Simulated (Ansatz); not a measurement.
# CBCl₂N: one species, many methods

The task here is to estimate one member of a computed series from the others.

The runs use Ansatz 0.2.0, Gaussian basis; functionals in def2-TZVPP, the program's frozen cores in correlated methods.

Plan: LDA (SPW92), PBE-D4, revPBE-D4, BLYP-D4, r2SCAN-D4, B97M-V, PBE0-D4, B3LYP-D4, r2SCANh-D4, r2SCAN0-D4, HSE06-D4, BHLYP-D4, CAM-B3LYP-D4, LC-ωPBE, ωB97X-V, ωB97M-V, B2PLYP, PBE-QIDH; CCSD(T)/def2-SVP; CCSD(T)/def2-TZVPP; CCSD(T)/def2-QZVPP; extrapolation to the limit; RPA on PBE.

**The relaxed structure**

The geometry comes from an earlier relaxation with PBE0-D4 in a triple-zeta def2 set; it is a stationary point.

SMILES `N#CB(Cl)Cl`, 5 atoms, charge 0, spin multiplicity 1.

Atoms are counted from 1 here; the program's logs count them from 0.

Bond lengths: N1–C2 1.151 Å, C2–B3 1.531 Å, B3–Cl4 1.727 Å, B3–Cl5 1.727 Å. Angles: N1–C2–B3 179.9°, C2–B3–Cl4 119.0°, C2–B3–Cl5 119.0°, Cl4–B3–Cl5 122.0°.

The first run:

Contents of in.yaml:

```yaml
crystal:
  periodic: [false, false, false]
  atoms:
    - {symbol: N, position_ang: [1.424464, -1.024590, 1.299042]}
    - {symbol: C, position_ang: [0.675107, -0.489614, 0.607511]}
    - {symbol: B, position_ang: [-0.320211, 0.221000, -0.313158]}
    - {symbol: Cl, position_ang: [-1.680417, -0.657815, -0.913950]}
    - {symbol: Cl, position_ang: [-0.049143, 1.877420, -0.720845]}
basis:
  gaussian: {orbitals: def2-TZVPP}
hamiltonian: {xc: lda}
output: {orbitals: {seedname: orbitals}}
```

Launch:

```
ansatz run in.yaml --threads 2 --pin off --events-out ev --progress --plain --max-ram 22528MiB --backend cpu
```

Among the steps run: LDA; PBE-D4 (GGA); revPBE-D4 (GGA); BLYP-D4 (GGA); r2SCAN-D4 (meta-GGA); B97M-V (meta-GGA); B3LYP-D4 (hybrid); r2SCANh-D4 (hybrid); r2SCAN0-D4 (hybrid); HSE06-D4 (hybrid); BHLYP-D4 (hybrid); CAM-B3LYP-D4 (range-separated); LC-ωPBE (range-separated); ωB97X-V (range-separated); ωB97M-V (range-separated); B2PLYP (double hybrid); PBE-QIDH (double hybrid).

One of the session's tables, all rows but one given; the rest of the session is left out.

It belongs to the step «Orbital energies across the functionals». 

| functional | HOMO (eV) | LUMO (eV) | gap (eV) |
| --- | --- | --- | --- |
| LDA (SPW92) | -8.52 | -4.22 | 4.31 |
| PBE-D4 | -8.36 | -3.95 | 4.41 |
| revPBE-D4 | -8.30 | -3.84 | 4.46 |
| BLYP-D4 | -8.18 | -3.76 | 4.42 |
| r2SCAN-D4 | -8.71 | -3.78 | 4.93 |
| B97M-V | -8.76 | -3.64 | 5.13 |
| PBE0-D4 | -9.80 | -3.09 | 6.71 |
| B3LYP-D4 | ? | ? | ? |
| r2SCANh-D4 | -9.24 | -3.46 | 5.77 |
| r2SCAN0-D4 | -10.03 | -2.98 | 7.04 |
| HSE06-D4 | -9.39 | -3.47 | 5.92 |
| BHLYP-D4 | -11.06 | -2.02 | 9.04 |
| CAM-B3LYP-D4 | -11.18 | -1.94 | 9.23 |
| LC-ωPBE | -12.66 | -0.86 | 11.80 |
| ωB97X-V | -12.23 | -0.87 | 11.36 |
| ωB97M-V | -12.06 | -0.95 | 11.11 |

Q: Estimate the row for B3LYP-D4 from the others.

Worked estimate for «HOMO (eV)». Against the share of exact exchange, BLYP-D4 (0, -8.18), BHLYP-D4 (0.5, -11.06) give a slope of -5.76 per unit share; at 0.2 the line stands at -9.33.

As computed: HOMO (eV): -9.50; LUMO (eV): -3.25; gap (eV): 6.25. In «HOMO (eV)» the line misses by +0.17.
